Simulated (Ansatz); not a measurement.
# B2O: the cost of one run

Program: Ansatz 0.2.0. Level of theory: DFT PBE, scalar-relativistic, plane waves, PAW. These are calculated values, not measurements.

## 1. The system as given

It takes space group P-3m1 (No. 164, trigonal). The conventional cell has a = 2.879 Å, b = 2.879 Å, c = 7.052 Å, α = 90.00°, β = 90.00°, γ = 120.00°. B (site symmetry 3m) has 1 B at 1.69 Å and 3 O at 1.74 Å as nearest neighbours. Around B (site symmetry 3m) lie 3 B at 1.69 Å. Around O (site symmetry 3m) lie 4 B at 1.74 to 2.00 Å.

Coordinates:

```cif
data_structure
_symmetry_space_group_name_H-M 'P-3m1'
_symmetry_Int_Tables_number 164
_cell_length_a 2.8790
_cell_length_b 2.8790
_cell_length_c 7.0520
_cell_angle_alpha 90.000
_cell_angle_beta 90.000
_cell_angle_gamma 120.000
_cell_volume 50.62
loop_
_atom_site_label
_atom_site_type_symbol
_atom_site_symmetry_multiplicity
_atom_site_Wyckoff_symbol
_atom_site_fract_x
_atom_site_fract_y
_atom_site_fract_z
_atom_site_occupancy
B1 B 2 c 0.00000 0.00000 0.38000 1
B2 B 2 d 0.33333 0.66667 0.02300 1
O1 O 2 d 0.33333 0.66667 0.30600 1
```

The runs take a perfect supercell of 54 atoms; the defect goes to fractional position (0.222, 0.111, 0.306).

## 2. The perfect supercell

Input file input.yaml:

```yaml
crystal:
  lattice:
    - [8.637, 0.0, 0.0]
    - [-4.3185, 7.479861, 0.0]
    - [0.0, 0.0, 7.052]
  atoms:
    - { symbol: B, position: [0.0, 0.0, 0.38] }
    - { symbol: B, position: [0.0, 0.333333, 0.38] }
    - { symbol: B, position: [0.0, 0.666667, 0.38] }
    - { symbol: B, position: [0.333333, 0.0, 0.38] }
    - { symbol: B, position: [0.333333, 0.333333, 0.38] }
    - { symbol: B, position: [0.333333, 0.666667, 0.38] }
    - { symbol: B, position: [0.666667, 0.0, 0.38] }
    - { symbol: B, position: [0.666667, 0.333333, 0.38] }
    - { symbol: B, position: [0.666667, 0.666667, 0.38] }
    - { symbol: B, position: [0.0, 0.0, 0.62] }
    - { symbol: B, position: [0.0, 0.333333, 0.62] }
    - { symbol: B, position: [0.0, 0.666667, 0.62] }
    - { symbol: B, position: [0.333333, 0.0, 0.62] }
    - { symbol: B, position: [0.333333, 0.333333, 0.62] }
    - { symbol: B, position: [0.333333, 0.666667, 0.62] }
    - { symbol: B, position: [0.666667, 0.0, 0.62] }
    - { symbol: B, position: [0.666667, 0.333333, 0.62] }
    - { symbol: B, position: [0.666667, 0.666667, 0.62] }
    - { symbol: B, position: [0.222222, 0.111111, 0.023] }
    - { symbol: B, position: [0.222222, 0.444444, 0.023] }
    - { symbol: B, position: [0.222222, 0.777778, 0.023] }
    - { symbol: B, position: [0.555556, 0.111111, 0.023] }
    - { symbol: B, position: [0.555556, 0.444444, 0.023] }
    - { symbol: B, position: [0.555556, 0.777778, 0.023] }
    - { symbol: B, position: [0.888889, 0.111111, 0.023] }
    - { symbol: B, position: [0.888889, 0.444444, 0.023] }
    - { symbol: B, position: [0.888889, 0.777778, 0.023] }
    - { symbol: B, position: [0.111111, 0.222222, 0.977] }
    - { symbol: B, position: [0.111111, 0.555556, 0.977] }
    - { symbol: B, position: [0.111111, 0.888889, 0.977] }
    - { symbol: B, position: [0.444444, 0.222222, 0.977] }
    - { symbol: B, position: [0.444444, 0.555556, 0.977] }
    - { symbol: B, position: [0.444444, 0.888889, 0.977] }
    - { symbol: B, position: [0.777778, 0.222222, 0.977] }
    - { symbol: B, position: [0.777778, 0.555556, 0.977] }
    - { symbol: B, position: [0.777778, 0.888889, 0.977] }
    - { symbol: O, position: [0.222222, 0.111111, 0.306] }
    - { symbol: O, position: [0.222222, 0.444444, 0.306] }
    - { symbol: O, position: [0.222222, 0.777778, 0.306] }
    - { symbol: O, position: [0.555556, 0.111111, 0.306] }
    - { symbol: O, position: [0.555556, 0.444444, 0.306] }
    - { symbol: O, position: [0.555556, 0.777778, 0.306] }
    - { symbol: O, position: [0.888889, 0.111111, 0.306] }
    - { symbol: O, position: [0.888889, 0.444444, 0.306] }
    - { symbol: O, position: [0.888889, 0.777778, 0.306] }
    - { symbol: O, position: [0.111111, 0.222222, 0.694] }
    - { symbol: O, position: [0.111111, 0.555556, 0.694] }
    - { symbol: O, position: [0.111111, 0.888889, 0.694] }
    - { symbol: O, position: [0.444444, 0.222222, 0.694] }
    - { symbol: O, position: [0.444444, 0.555556, 0.694] }
    - { symbol: O, position: [0.444444, 0.888889, 0.694] }
    - { symbol: O, position: [0.777778, 0.222222, 0.694] }
    - { symbol: O, position: [0.777778, 0.555556, 0.694] }
    - { symbol: O, position: [0.777778, 0.888889, 0.694] }
basis:
  ecutwfc: 420
  fft_grid_basis: typed
kpoints:
  mp_grid: { grid: [3, 3, 2] }
hamiltonian:
  xc: pbe
scf:
  occupations: { method: gaussian, width: 0.05 }
output:
  forces: true
  stress: false
  eigenvalues: true
  bader: false
  write_density: true
  volumetric_format: npy
```

The run is started by

```console
ansatz run input.yaml --threads 4 --pin off --max-ram 10240MiB --backend cpu --events-out ev --progress --plain --runs-dir out
```

What time and memory should one allow on 4 threads of Arm Neoverse V1, shared host?

About 9.9 s, with a peak of 2.1 GiB.
